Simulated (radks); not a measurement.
# Ag²⁺ in [Ar] 3d10 4s2 4p5.5 4d9 5p0.5: an all-electron calculation

One table from this session's results is given with a row withheld; the runs are named, their logs left out.

Program: radks (a radial shooting solver on a logarithmic mesh, Libxc functionals) version 1. Level of theory: Dirac Kohn-Sham, LDA (Slater exchange, Perdew-Zunger correlation), spin-unpolarised, spherical densities, point nucleus; open shells fill j = l - 1/2 first. These are calculated values, not measurements, unless marked.

## The atom as given

```
element       : silver (Z = 47)
charge        : +2
electrons     : 45
configuration : [Ar] 3d10 4s2 4p5.5 4d9 5p0.5
```

The first run:

Settings of this run:

```text
Z 47
configuration [Ar] 3d10 4s2 4p5.5 4d9 5p0.5
relativity Dirac
functional lda,pz
spin unpolarised
j_filling energy
nucleus point
c 137.035999084
```

One of the session's tables, all rows but one given; the rest of the session is left out.

It belongs to the step «Orbitals and density». Radial moments (bohr):

| level | <r> | outermost maximum (interpolated) | 90 % within | nodes |
| --- | --- | --- | --- | --- |
| 1s1/2 | 0.03114 | 0.0202 | 0.0559 | 0 |
| 2s1/2 | 0.1347 | 0.114 | 0.209 | 1 |
| 2p1/2 | 0.1142 | 0.0882 | 0.187 | 0 |
| 2p3/2 | 0.1192 | 0.0925 | 0.194 | 0 |
| 3s1/2 | 0.3689 | 0.333 | 0.544 | 2 |
| 3p1/2 | 0.3604 | 0.319 | 0.544 | 1 |
| 3p3/2 | 0.3714 | 0.329 | 0.559 | 1 |
| 3d3/2 | ? | ? | ? | ? |
| 3d5/2 | 0.3474 | 0.275 | 0.550 | 0 |
| 4s1/2 | 0.9060 | 0.820 | 1.32 | 3 |
| 4p1/2 | 0.9683 | 0.856 | 1.43 | 2 |
| 4p3/2 | 0.9987 | 0.881 | 1.48 | 2 |
| 4d3/2 | 1.272 | 1.01 | 2.00 | 1 |
| 4d5/2 | 1.287 | 1.02 | 2.02 | 1 |
| 5p1/2 | 2.910 | 2.53 | 4.26 | 3 |
| 5p3/2 | 2.989 | 2.61 | 4.37 | 3 |

Estimate the missing values for 3d3/2.

As computed: <r>: 0.3439; outermost maximum (interpolated): 0.272; 90 % within: 0.545; nodes: 0. In the column «<r>» it lies between 2s1/2 (0.1347) and 3d5/2 (0.3474).
